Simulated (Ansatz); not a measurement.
Crystal: LaMnIn.

```
La In Mn
1.0
     4.59334    0.00000    0.00000
    -2.29667    3.97795    0.00000
     0.00000    0.00000    4.09656
La In Mn
1 1 1
Direct
  0.00000 0.00000 0.00000
  0.33333 0.66667 0.50000
  0.66667 0.33333 0.50000
```

The cell comes from a database or a generator and needn't be the stable form of this composition.

Base run:

- Program: Ansatz 0.2.0
- Functional: PBE
- Potentials or basis: Ansatz PAW
- Cutoff: 420 eV
- Density cutoff: 1680 eV
- k mesh: 7 × 7 × 7
- Occupations: fermi-dirac, width 0.05 eV
- Spin: collinear spin, ferromagnetic start
- Starting moments: [0.0, 0.0, 4.0] μB

Its results: band gap on the k mesh none (metal or under the smearing width); pressure 5.0 GPa; net moment 3.17 μB per cell; site moments La -0.19; In -0.05; Mn +3.55 μB.

Question: After a change of settings the same cell gave: band gap on the k mesh none (metal or under the smearing width); pressure -1.5 GPa; net moment 3.19 μB per cell; site moments La -0.14; In -0.04; Mn +3.38 μB. Which change was it?
A. functional from PBE to LDA; occupations from fermi-dirac, width 0.05 eV to gaussian, width 0.02 eV
B. functional from PBE to RPBE; occupations from fermi-dirac, width 0.05 eV to gaussian, width 0.05 eV
C. occupations from fermi-dirac, width 0.05 eV to gaussian, width 0.02 eV

Answer: A.

Caveats: the PAW data sets come from PBE, with cores solved anew for the run's functional, which leaves a small shift of forces and pressure (some runs).

Not every run made on this cell is shown here.
